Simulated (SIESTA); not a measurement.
Crystal: Co2Pd.

```xyz
3
Lattice="2.6379 0.0000 0.0000 -1.3190 2.2845 0.0000 0.0000 0.0000 6.3193" Properties=species:S:1:pos:R:3 pbc="T T T"
Pd    0.0000    0.0000    0.0000
Co    1.3190    0.7615    2.2104
Co    0.0000    1.5230    4.1090
```

The cell comes from a database or a generator and needn't be the stable form of this composition.

| Property | Result |
| --- | --- |
| Program | SIESTA 5.4.2 |
| Task | single point |
| Functional | PBEsol |
| Potentials or basis | PseudoDojo 0.4 standard (PBEsol files) |
| Basis | DZP (energy shift 0.003 Ry; two zetas on semicore shells) |
| Grid cutoff | 800 Ry |
| Energy shift | 0.003 Ry |
| k mesh | 12 × 12 × 4 |
| Occupations | fermi-dirac, width 0.05 eV |
| Spin | collinear spin, ferromagnetic start |
| Starting moments | [0.0, 2.0, 2.0] μB |

On this cell: pressure -10.8 GPa; largest force 0.012 eV/Å; net moment 3.82 μB per cell; site moments Pd +0.15; Co +1.83 μB; band gap on the k mesh none (metal or under the smearing width).

The same run follows on a disturbed copy (atoms moved at random, drawn with an rms of 0.05 Å):

```
CELL_PARAMETERS angstrom
2.63793 0.00000 0.00000
-1.31897 2.28451 0.00000
0.00000 0.00000 6.31934
ATOMIC_POSITIONS crystal
Pd 0.97516 0.99542 0.00623
Co 0.66511 0.33049 0.34439
Co 0.31833 0.67640 0.64656
```

Question: What does the disturbed cell give?

Answer: The energy (extrapolated to zero smearing) moves by +8.4 meV/atom; pressure -10.4 GPa; largest force 0.599 eV/Å; net moment 3.83 μB per cell; site moments Pd +0.16; Co +1.83, +1.84 μB; band gap on the k mesh none (metal or under the smearing width).

Forces on the atoms (eV/Å):
```
Pd   0.072  0.019 -0.595
Co  -0.145  0.053  0.427
Co   0.076 -0.072  0.172
```

Stress tensor (GPa, compression positive):
```
-10.66  -0.04   0.07
 -0.04 -10.55  -0.06
  0.07  -0.06  -9.99
```

Caveats: short orbitals over semicore shells can move pressures by several GPa; the basis of atomic orbitals isn't converged, which shifts pressures, moduli and gaps.
